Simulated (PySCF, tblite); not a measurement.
**C4H8BN: geometry, infrared bands and NMR shifts**

Wanted: the infrared bands and NMR shifts of C4H8BN (`C#CBN(C)C`), by calculation.

The runs use tblite 0.8.0 and PySCF 2.14.0, with density-fitted response routines of our own; the level of theory stands in each step. All values are computed, except where a source is named. Atoms are numbered from 0 throughout.

## Step 1: The molecule as given

14 atoms, charge 0, multiplicity 1; geometry from: force field or distance geometry start.

Bonds of the start (Å): C0–C1 1.21, C1–B2 1.53, B2–N3 1.55, N3–C4 1.48, N3–C5 1.47, C0–H6 1.06, B2–H7 1.17, C4–H8 1.11, C4–H9 1.11, C4–H10 1.11, C5–H11 1.11, C5–H12 1.10, C5–H13 1.11.

## Step 2: Optimising the geometry with GFN2-xTB

The job: settings as JSON, then the geometry in Å.

```
{"job": {"kind": "relax", "xc": "GFN2-xTB", "basis": "xTB"}, "charge": 0, "multiplicity": 1}
C      3.052700     1.453300    -0.060600
C      2.114800     0.694400     0.034200
B      0.952100    -0.288100     0.179000
N     -0.487000     0.208000    -0.116100
C     -1.311300     0.040500     1.106200
C     -1.064900    -0.573800    -1.219900
H      3.856400     2.132200    -0.154600
H      1.150600    -1.400600     0.499500
H     -0.886200     0.642000     1.935700
H     -1.380800    -1.025500     1.419200
H     -2.340200     0.419900     0.906900
H     -2.086400    -0.207400    -1.445800
H     -0.456200    -0.435500    -2.128400
H     -1.114200    -1.660000    -0.977600
```

On the command line:

```console
> OMP_NUM_THREADS=1 python probes_run.py task.json out
```

The driver reads the jobs from task.json and runs them one after another.

**Question.** This job is followed by: GFN2-xTB harmonic vibrations, gas phase; GIAO PBE0/pcSseg-1 NMR shielding, non-relativistic, gas phase. Predict these results of the whole session: strongest single infrared mode (GFN2-xTB); zero-point energy (GFN2-xTB); 13C shifts against TMS (PBE0/pcSseg-1, means over atoms taken as alike); 1H shifts against TMS (PBE0/pcSseg-1, means over atoms taken as alike); 11B shifts against BF3·OEt2 (PBE0/pcSseg-1); 15N shifts against NH3 (PBE0/pcSseg-1); surface potential, 1st and 99th percentile.

**Answer**, as computed:

| quantity | value |
| --- | --- |
| strongest single infrared mode (GFN2-xTB) | 2594 cm⁻¹, 175 km/mol |
| zero-point energy (GFN2-xTB) | 70.6 kcal/mol |
| 13C shifts against TMS (PBE0/pcSseg-1, means over atoms taken as alike) | 105.9, 94.8, 45.4 ppm |
| 1H shifts against TMS (PBE0/pcSseg-1, means over atoms taken as alike) | 4.46, 3.17, 2.62 ppm |
| 11B shifts against BF3·OEt2 (PBE0/pcSseg-1) | 26.4 ppm |
| 15N shifts against NH3 (PBE0/pcSseg-1) | 145.0 ppm |
| surface potential, 1st and 99th percentile | -1.10 V and 1.25 V |

What this shows: Relaxing lowered the energy by 1.397 eV in 116 steps; the close pair that moved most is B2–N3, from 1.551 to 1.384 Å. All 36 modes are real, so the xTB geometry is a minimum. The strongest single mode, at 2594 cm⁻¹, moves mainly H7. Unscaled tight-binding wavenumbers are off by several per cent, some by more. Its intensities can rank the bands wrongly. At PBE0/pcSseg-1: Shielding is most anisotropic at C1 (span 306 ppm, paramagnetic term -165 ppm). By nearest atom (PBE0/pcSseg-1), the HOMO sits on N3 41 %; C0 17 % and the LUMO on B2 31 %; C0 21 %.
